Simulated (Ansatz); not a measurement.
# EuCdTe2: the cost of one run

Method: DFT PBE, scalar-relativistic, plane waves, PAW, in Ansatz 0.2.0.

**1. The starting structure**

It takes space group P4/mmm (No. 123, tetragonal). The conventional cell has a = 3.996 Å, b = 3.996 Å, c = 7.880 Å, α = 90.00°, β = 90.00°, γ = 90.00°. Around Eu (site symmetry 4/mmm) lie 8 Te at 3.30 Å. Around Cd (site symmetry 4/mmm) lie 2 Te at 2.24 Å. Te (site symmetry 4mm) is surrounded by 1 Cd at 2.24 Å.

Coordinates:

```
CELL_PARAMETERS angstrom
3.99601 0.00000 0.00000
0.00000 3.99601 0.00000
0.00000 0.00000 7.88046
ATOMIC_POSITIONS crystal
Eu 0.00000 0.00000 0.50000
Cd 0.50000 0.50000 0.00000
Te 0.50000 0.50000 0.71551
Te 0.50000 0.50000 0.28449
```

Recipe of the guess: random cell by space group and Wyckoff sites (P4/mmm, No. 123). Its size is a rough estimate.

**2. Probe: one point on a coarse mesh**

input.yaml

```yaml
crystal:
  lattice:
    - [3.99600515, 0.0, 0.0]
    - [0.0, 3.99600515, 0.0]
    - [0.0, 0.0, 7.88045675]
  atoms:
    - { symbol: Eu, position: [0.0, 0.0, 0.5], spin: 7.0 }
    - { symbol: Cd, position: [0.5, 0.5, 0.0] }
    - { symbol: Te, position: [0.5, 0.5, 0.71550901] }
    - { symbol: Te, position: [0.5, 0.5, 0.28449099] }
basis:
  ecutwfc: 420
kpoints:
  mp_grid: { grid: [4, 4, 2] }
hamiltonian:
  xc: pbe
scf:
  occupations: { method: gaussian, width: 0.1 }
  lower_state_search: "off"
output:
  forces: true
  stress: true
  eigenvalues: true
  populations: true
magnetization:
  spin_polarized: true
```

Run with:

```bash
ansatz run input.yaml --threads 1 --pin off --max-ram 2048MiB --backend cpu --events-out ev --progress --plain --runs-dir out
```

What time and memory should one allow on 1 thread of Arm Neoverse V2, shared host?

About 14 s, with a peak of 0.46 GiB.
